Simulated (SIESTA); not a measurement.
The system is ZrB.

```xyz
2
Lattice="0.0000 2.3250 2.3250 2.3250 0.0000 2.3250 2.3250 2.3250 0.0000" Properties=species:S:1:pos:R:3 pbc="T T T"
Zr    0.0000    0.0000    0.0000
B     2.3250    2.3250    2.3250
```

Base run:

```yaml
Program: SIESTA 5.4.2
Functional: WC
Potentials_or_basis: PseudoDojo 0.4 standard (PBEsol files)
Basis: DZP (energy shift 0.003 Ry; two zetas on semicore shells)
Grid_cutoff: 800 Ry
Energy_shift: 0.003 Ry
k_mesh: 10 × 10 × 10
Occupations: fermi-dirac, width 0.05 eV
Spin: no spin polarisation
```

Its results: band gap on the k mesh none (metal or under the smearing width); pressure 31.3 GPa.

Q: After a change of settings the same cell gave: band gap on the k mesh none (metal or under the smearing width); pressure 29.5 GPa. Which change was it?
A. functional from WC to AM05
B. functional from WC to RPBE; potentials or basis from PseudoDojo 0.4 standard (PBEsol files) to PseudoDojo 0.4 standard (PBE files)
C. functional from WC to PBEsol
D. functional from WC to BLYP; potentials or basis from PseudoDojo 0.4 standard (PBEsol files) to PseudoDojo 0.4 standard (PBE files)

A: A.

Caveats: a pressure of tens of GPa on the cell as given is suspect, and the run, the potentials or the cell itself is likely at fault; the potentials were made for another functional, which shifts forces and pressure; the basis of atomic orbitals isn't converged, which shifts pressures, moduli and gaps.

Not every run made on this cell is shown here.
